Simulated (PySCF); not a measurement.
**A gas-phase reaction: H6OSi2 + F2 → FH5OSi2 + FH**

Aim: the reaction energy of `[SiH3]O[SiH3]` + `FF` → `F[SiH2]O[SiH3]` + `F`.

Programs: PySCF 2.14.0. All values are calculated, for the isolated system unless a continuum is named. Atoms count from 0, parts from 1.

## Step 1: Starting point

Each species was relaxed by itself at PBE0-D3(BJ)/def2-SVPD.

## Step 2: Reaction energy: wB97M-D3(BJ)/def2-TZVPD

What the job is given:

```
{"job": {"kind": "react", "xc": "wB97M-D3(BJ)", "basis": "def2-TZVPD"}, "charge": 0, "multiplicity": 1}
-1 H6OSi2 charge 0 multiplicity 1
Si     1.560880    -0.115230     0.217750
O      0.096880     0.564330    -0.200940
Si    -1.526920     0.190740    -0.247440
H      2.260330    -0.586020    -1.012370
H      2.381550     0.923290     0.900390
H      1.341220    -1.273240     1.136600
H     -1.944570    -0.424840     1.047640
H     -1.800420    -0.771490    -1.355740
H     -2.275750     1.456050    -0.479040

-1 F2 charge 0 multiplicity 1
F      0.688870     0.000550    -0.013330
F     -0.688870    -0.000550     0.013330

+1 FH5OSi2 charge 0 multiplicity 1
F     -2.115920    -0.057880    -0.806960
Si    -1.403520    -0.114800     0.665470
O      0.226820    -0.166580     0.472270
Si     1.475740     0.119060    -0.605260
H     -1.800380     1.124170     1.378190
H     -1.859560    -1.359210     1.329020
H      2.743730     0.083900     0.172700
H      1.482890    -0.941240    -1.651950
H      1.297890     1.455910    -1.241360

+1 FH charge 0 multiplicity 1
F      0.457830    -0.014480    -0.043170
H     -0.457830     0.014480     0.043170
```

With the program's defaults for keys left out, this is: wB97M-D3(BJ)/def2-TZVPD reaction energy of separated species, gas phase.

On the command line:

```
$ OMP_NUM_THREADS=1 python cluster_run.py task.json out
```

The driver reads the jobs from task.json and runs them one after another.

What it wrote:

```text
species 1 (H6OSi2)
coarse grid: 32840 points
cycle   1  E = -657.9317026657  dE = -1.108e-01  |g| = 7.215e-01  |ddm| = 2.168e+00
cycle   2  E = -657.8880763827  dE =  4.363e-02  |g| = 9.063e-01  |ddm| = 8.018e-01
cycle   3  E = -658.0276786460  dE = -1.396e-01  |g| = 4.194e-02  |ddm| = 4.440e-01
cycle   4  E = -658.0281487696  dE = -4.701e-04  |g| = 1.448e-02  |ddm| = 6.868e-02
cycle   5  E = -658.0281886927  dE = -3.992e-05  |g| = 1.470e-03  |ddm| = 1.811e-02
cycle   6  E = -658.0281899913  dE = -1.299e-06  |g| = 3.024e-04  |ddm| = 5.053e-03
final grid: 67296 points
cycle   7  E = -658.0281532892  dE = -8.431e-08  |g| = 1.933e-04  |ddm| = 1.835e-03
cycle   8  E = -658.0281532936  dE = -4.327e-09  |g| = 2.013e-04  |ddm| = 3.400e-04
cycle   9  E = -658.0281533004  dE = -6.789e-09  |g| = 2.780e-05  |ddm| = 1.016e-04
cycle  10  E = -658.0281533007  dE = -3.772e-10  |g| = 8.959e-06  |ddm| = 4.526e-05
converged SCF energy = -658.0281533007

species 2 (F2)
coarse grid: 10600 points
cycle   1  E = -199.6113004109  dE =  1.196e-02  |g| = 3.458e-01  |ddm| = 1.052e+00
cycle   2  E = -199.6264070974  dE = -1.511e-02  |g| = 1.647e-01  |ddm| = 1.842e-01
cycle   3  E = -199.6293652642  dE = -2.958e-03  |g| = 2.217e-02  |ddm| = 5.435e-02
cycle   4  E = -199.6294268459  dE = -6.158e-05  |g| = 8.600e-03  |ddm| = 1.161e-02
cycle   5  E = -199.6294376961  dE = -1.085e-05  |g| = 7.501e-04  |ddm| = 4.105e-03
cycle   6  E = -199.6294378344  dE = -1.383e-07  |g| = 3.049e-05  |ddm| = 6.348e-04
final grid: 23208 points
cycle   7  E = -199.6294279746  dE = -2.182e-09  |g| = 2.059e-05  |ddm| = 1.252e-04
cycle   8  E = -199.6294279746  dE = -6.975e-11  |g| = 1.072e-05  |ddm| = 1.686e-05
converged SCF energy = -199.6294279746

species 3 (FH5OSi2)
coarse grid: 35664 points
cycle   1  E = -757.2818921039  dE =  5.353e-02  |g| = 8.617e-01  |ddm| = 2.244e+00
cycle   2  E = -757.2494648382  dE =  3.243e-02  |g| = 1.030e+00  |ddm| = 9.131e-01
cycle   3  E = -757.4131140127  dE = -1.636e-01  |g| = 4.456e-02  |ddm| = 4.752e-01
cycle   4  E = -757.4135452394  dE = -4.312e-04  |g| = 2.626e-02  |ddm| = 7.363e-02
cycle   5  E = -757.4136491082  dE = -1.039e-04  |g| = 9.921e-03  |ddm| = 1.984e-02
cycle   6  E = -757.4136647587  dE = -1.565e-05  |g| = 1.715e-03  |ddm| = 7.712e-03
cycle   7  E = -757.4136654098  dE = -6.511e-07  |g| = 2.172e-04  |ddm| = 2.440e-03
final grid: 73528 points
cycle   8  E = -757.4136274596  dE = -1.558e-07  |g| = 1.901e-04  |ddm| = 2.600e-03
cycle   9  E = -757.4136274635  dE = -3.928e-09  |g| = 1.913e-04  |ddm| = 4.019e-04
cycle  10  E = -757.4136274693  dE = -5.813e-09  |g| = 2.537e-05  |ddm| = 1.023e-04
cycle  11  E = -757.4136274696  dE = -2.951e-10  |g| = 8.936e-06  |ddm| = 5.936e-05
converged SCF energy = -757.4136274696

species 4 (FH)
coarse grid: 7776 points
cycle   1  E = -100.4688242224  dE = -9.407e-02  |g| = 4.644e-01  |ddm| = 6.197e-01
cycle   2  E = -100.4725055980  dE = -3.681e-03  |g| = 5.038e-01  |ddm| = 3.808e-01
cycle   3  E = -100.5053190018  dE = -3.281e-02  |g| = 2.574e-02  |ddm| = 1.678e-01
cycle   4  E = -100.5053949788  dE = -7.598e-05  |g| = 5.006e-03  |ddm| = 1.077e-02
cycle   5  E = -100.5053996198  dE = -4.641e-06  |g| = 4.334e-04  |ddm| = 3.766e-03
final grid: 16976 points
cycle   6  E = -100.5053931445  dE = -6.415e-08  |g| = 1.037e-04  |ddm| = 8.207e-04
cycle   7  E = -100.5053931480  dE = -3.458e-09  |g| = 7.679e-05  |ddm| = 2.164e-04
cycle   8  E = -100.5053931488  dE = -7.742e-10  |g| = 2.126e-05  |ddm| = 3.708e-05
converged SCF energy = -100.5053931488

Reaction energy = -164.080 kcal/mol
```

It took 23 s on 1 thread of Arm Neoverse V1, shared host; peak memory 0.75 GiB.

Species by species (with the dispersion term, which the log's SCF energies lack):

```
 ν         species  energy (Eh)  HOMO (eV)
-1   [SiH3]O[SiH3]   -658.03577     -11.06
-1              FF   -199.62975     -14.36
+1  F[SiH2]O[SiH3]   -757.42137     -11.28
+1               F   -100.50563     -14.54
```

## Step 3: Energies of the species: PBE0-D3(BJ)/def2-TZVPD

Settings changed since step 2:

```diff
@@ -1,2 +1,2 @@
-{"job": {"kind": "react", "xc": "wB97M-D3(BJ)", "basis": "def2-TZVPD"}, "charge": 0, "multiplicity": 1}
+{"job": {"kind": "react", "xc": "PBE0", "basis": "def2-TZVPD", "disp": "d3bj"}, "charge": 0, "multiplicity": 1}
 -1 H6OSi2 charge 0 multiplicity 1
```

Level: PBE0-D3(BJ)/def2-TZVPD reaction energy of separated species, gas phase.

What it wrote:

```text
species 1 (H6OSi2)
coarse grid: 8056 points
cycle   1  E = -657.5061311250  dE = -5.858e-02  |g| = 7.492e-01  |ddm| = 2.224e+00
cycle   2  E = -657.2491993623  dE =  2.569e-01  |g| = 1.366e+00  |ddm| = 1.016e+00
cycle   3  E = -657.6018159436  dE = -3.526e-01  |g| = 7.032e-02  |ddm| = 7.349e-01
cycle   4  E = -657.6028269904  dE = -1.011e-03  |g| = 1.906e-02  |ddm| = 7.196e-02
cycle   5  E = -657.6028886520  dE = -6.166e-05  |g| = 1.462e-03  |ddm| = 1.930e-02
cycle   6  E = -657.6028892409  dE = -5.889e-07  |g| = 3.910e-04  |ddm| = 2.586e-03
final grid: 67296 points
cycle   7  E = -657.6023988873  dE = -7.134e-06  |g| = 5.061e-03  |ddm| = 2.548e-02
cycle   8  E = -657.6023909575  dE =  7.930e-06  |g| = 8.341e-03  |ddm| = 6.612e-03
cycle   9  E = -657.6024029891  dE = -1.203e-05  |g| = 3.985e-04  |ddm| = 4.195e-03
cycle  10  E = -657.6024030134  dE = -2.425e-08  |g| = 4.538e-05  |ddm| = 2.865e-04
cycle  11  E = -657.6024030138  dE = -4.363e-10  |g| = 9.015e-06  |ddm| = 5.425e-05
converged SCF energy = -657.6024030138

species 2 (F2)
coarse grid: 2176 points
cycle   1  E = -199.3949424248  dE =  9.182e-02  |g| = 2.764e-01  |ddm| = 1.051e+00
cycle   2  E = -199.4014722381  dE = -6.530e-03  |g| = 1.374e-01  |ddm| = 1.363e-01
cycle   3  E = -199.4037875844  dE = -2.315e-03  |g| = 2.290e-02  |ddm| = 5.059e-02
cycle   4  E = -199.4038505980  dE = -6.301e-05  |g| = 8.080e-03  |ddm| = 1.132e-02
cycle   5  E = -199.4038588037  dE = -8.206e-06  |g| = 1.816e-04  |ddm| = 3.279e-03
final grid: 23208 points
cycle   6  E = -199.4096322318  dE = -7.819e-06  |g| = 1.272e-03  |ddm| = 8.095e-03
cycle   7  E = -199.4096322858  dE = -5.393e-08  |g| = 1.038e-03  |ddm| = 8.891e-04
cycle   8  E = -199.4096324231  dE = -1.373e-07  |g| = 7.509e-05  |ddm| = 4.286e-04
cycle   9  E = -199.4096324238  dE = -7.237e-10  |g| = 1.986e-05  |ddm| = 3.195e-05
converged SCF energy = -199.4096324238

species 3 (FH5OSi2)
coarse grid: 8520 points
cycle   1  E = -756.7433031315  dE =  1.139e-01  |g| = 8.897e-01  |ddm| = 2.354e+00
cycle   2  E = -756.4889837906  dE =  2.543e-01  |g| = 1.492e+00  |ddm| = 1.134e+00
cycle   3  E = -756.8719003491  dE = -3.829e-01  |g| = 8.567e-02  |ddm| = 7.654e-01
cycle   4  E = -756.8726682913  dE = -7.679e-04  |g| = 6.642e-02  |ddm| = 8.765e-02
cycle   5  E = -756.8733417966  dE = -6.735e-04  |g| = 1.096e-02  |ddm| = 3.402e-02
cycle   6  E = -756.8733589167  dE = -1.712e-05  |g| = 9.242e-04  |ddm| = 7.981e-03
cycle   7  E = -756.8733591076  dE = -1.909e-07  |g| = 2.122e-04  |ddm| = 1.327e-03
final grid: 73528 points
cycle   8  E = -756.8758974832  dE = -1.830e-05  |g| = 5.645e-03  |ddm| = 3.158e-02
cycle   9  E = -756.8758878648  dE =  9.618e-06  |g| = 9.305e-03  |ddm| = 6.833e-03
cycle  10  E = -756.8759025109  dE = -1.465e-05  |g| = 3.833e-04  |ddm| = 4.496e-03
cycle  11  E = -756.8759025322  dE = -2.124e-08  |g| = 5.608e-05  |ddm| = 2.843e-04
cycle  12  E = -756.8759025327  dE = -5.307e-10  |g| = 1.445e-05  |ddm| = 5.679e-05
converged SCF energy = -756.8759025327

species 4 (FH)
coarse grid: 1712 points
cycle   1  E = -100.3540410536  dE = -3.605e-02  |g| = 4.957e-01  |ddm| = 6.253e-01
cycle   2  E = -100.3145265026  dE =  3.951e-02  |g| = 7.429e-01  |ddm| = 5.125e-01
cycle   3  E = -100.3937607949  dE = -7.923e-02  |g| = 2.284e-02  |ddm| = 2.892e-01
cycle   4  E = -100.3938363625  dE = -7.557e-05  |g| = 4.204e-03  |ddm| = 9.787e-03
cycle   5  E = -100.3938383458  dE = -1.983e-06  |g| = 3.553e-04  |ddm| = 1.247e-03
final grid: 16976 points
cycle   6  E = -100.3948393886  dE = -1.849e-05  |g| = 3.965e-03  |ddm| = 7.419e-03
cycle   7  E = -100.3948374983  dE =  1.890e-06  |g| = 5.450e-03  |ddm| = 3.326e-03
cycle   8  E = -100.3948415156  dE = -4.017e-06  |g| = 1.003e-04  |ddm| = 1.996e-03
cycle   9  E = -100.3948415169  dE = -1.304e-09  |g| = 1.788e-05  |ddm| = 3.958e-05
cycle  10  E = -100.3948415170  dE = -4.798e-11  |g| = 3.041e-06  |ddm| = 1.029e-05
converged SCF energy = -100.3948415170

Reaction energy = -162.407 kcal/mol
```

It took 11 s on 1 thread of Arm Neoverse V1, shared host; peak memory 0.62 GiB.

Reaction energy at this level: -162.4 kcal/mol.

## Step 4: Comparing the runs

Energies in kcal/mol, with wall time:

```
                    run  reaction  time
wB97M-D3(BJ)/def2-TZVPD    -164.1  23 s
 PBE0-D3(BJ)/def2-TZVPD    -162.4  11 s
```

## Step 5: Results

| quantity | value |
| --- | --- |
| reaction energy (wB97M-D3(BJ)/def2-TZVPD) | -164.1 kcal/mol |
| ΔH, ΔG at 298 K (xTB thermal terms) | -162.1, -161.3 kcal/mol |
| range of the reaction energy over the runs of this table | -164.1 to -162.4 kcal/mol |

**Reading.** The reaction is exothermic by 162.1 kcal/mol in the gas phase; dispersion gives -0.02, and xTB itself gave -123.8 for the electronic energy (xTB energies and thermal terms come from the earlier relaxation of each species, not shown). No barrier was sought. xTB and this level differ widely in the electronic energy, so what comes from xTB (the thermal terms above all) is less safe here. The reaction energy runs from -164.1 (wB97M-D3(BJ)/def2-TZVPD) to -162.4 kcal/mol (PBE0-D3(BJ)/def2-TZVPD).
